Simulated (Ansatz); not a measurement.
# AsGeH8N (built from SMILES [AsH3].[NH2][GeH3]): search for a transition state

Is there a first-order saddle for this four-centre ligand exchange, which should form Ge1–As7, N2–H6 and break Ge1–N2, H6–As7, and which two structures does it connect?

The runs use Ansatz 0.2.0, Gaussian basis; PBE0-D4, def2-SVP first, then def2-TZVP.

152 further runs of the same task are left out: 152 set aside as unsound or not needed. Runs told in other sessions of the task aren't counted.

## 1. The system as given

The guess: 11 atoms, charge 0, spin multiplicity 1.

Atoms are counted from 1 here; the program's logs count them from 0.

Bond lengths: Ge1–N2 2.127 Å, Ge1–H3 1.513 Å, Ge1–H4 1.517 Å, Ge1–H5 1.556 Å, Ge1–As7 2.820 Å, N2–H8 1.017 Å, N2–H9 1.016 Å, H6–As7 1.776 Å, As7–H10 1.506 Å, As7–H11 1.529 Å. Angles: N2–Ge1–H3 93.2°, N2–Ge1–H4 94.1°, N2–Ge1–H5 152.5°, N2–Ge1–As7 75.1°, H3–Ge1–H4 110.3°, H3–Ge1–H5 102.2°, H3–Ge1–As7 120.7°, H4–Ge1–H5 101.5°, H4–Ge1–As7 128.2°, H5–Ge1–As7 77.4°, Ge1–N2–H8 120.0°, Ge1–N2–H9 115.4°, H8–N2–H9 106.3°, Ge1–As7–H6 53.6°, Ge1–As7–H10 86.1°, Ge1–As7–H11 124.8°, H6–As7–H10 89.7°, H6–As7–H11 71.5° and more.

As a file:

```xyz
11

Ge   -1.10730   -0.33840    0.49350
N     0.98750   -0.36650    0.86310
H    -1.36780    0.70140    1.56180
H    -1.33520   -1.73130    1.04970
H    -2.34230   -0.17010   -0.43760
H     0.92240    0.07780   -0.43650
As    0.07050    0.38680   -1.96370
H     1.37890    0.19190    1.61790
H     1.40370   -1.28980    0.94570
H    -0.15980    1.81240   -1.53690
H     1.54940    0.72570   -2.15700
```

Distances that are to change: Ge1–As7 2.82 Å, N2–H6 1.37 Å, Ge1–N2 2.13 Å, H6–As7 1.78 Å.

## 2. Relaxing the guess with the reacting distances held

Input file hold/in.yaml:

```yaml
crystal:
  periodic: [false, false, false]
  atoms:
    - {symbol: Ge, position_ang: [-1.107300, -0.338400, 0.493500]}
    - {symbol: N, position_ang: [0.987500, -0.366500, 0.863100]}
    - {symbol: H, position_ang: [-1.367800, 0.701400, 1.561800]}
    - {symbol: H, position_ang: [-1.335200, -1.731300, 1.049700]}
    - {symbol: H, position_ang: [-2.342300, -0.170100, -0.437600]}
    - {symbol: H, position_ang: [0.922400, 0.077800, -0.436500]}
    - {symbol: As, position_ang: [0.070500, 0.386800, -1.963700]}
    - {symbol: H, position_ang: [1.378900, 0.191900, 1.617900]}
    - {symbol: H, position_ang: [1.403700, -1.289800, 0.945700]}
    - {symbol: H, position_ang: [-0.159800, 1.812400, -1.536900]}
    - {symbol: H, position_ang: [1.549400, 0.725700, -2.157000]}
basis:
  gaussian: {orbitals: def2-SVP}
hamiltonian: {xc: pbe0, dispersion: d4}
relax: {f_tol: 0.04, max_steps: 150, escape_saddle: false, constraints: [{distance: [0, 6]}, {distance: [1, 5]}, {distance: [0, 1]}, {distance: [5, 6]}]}
```

Run with:

```
$ ansatz run in.yaml --threads 8 --pin off --events-out ev --progress --plain --max-ram 19148MiB
```

After this run come: A starting Hessian; Saddle search in the small basis; Saddle search in triple zeta; Vibrations at the point found; Relaxing after a step of 0.30 Å one way along the mode; Relaxing after a step of 0.30 Å the other way along the mode.

**Question.** What will these runs give? Wanted: imaginary mode; barrier from the start side; barrier from the end side; energy of the step; pairs that change; zero-point energy at the saddle.

As calculated:

| quantity | value |
| --- | --- |
| imaginary mode | 172i cm⁻¹ |
| barrier from the start side | 103.9 kJ/mol |
| barrier from the end side | 159.4 kJ/mol |
| energy of the step | -55.5 kJ/mol |
| pairs that change | Ge1–As7 formed, N2–H6 formed, Ge1–N2 broken, H6–As7 broken |
| zero-point energy at the saddle | 2.011 eV |

What this shows: One imaginary mode, 172i cm⁻¹, makes this a first-order saddle. It joins the planned start and end. At PBE0-D4/def2-TZVP the electronic barrier is 103.9 kJ/mol, about 42 kT at 298 K, and the step runs 55.5 kJ/mol downhill. A step off the saddle overshot and began above it in energy, so the link to its end is likely but not proven. Lower complexes than these ends may exist.
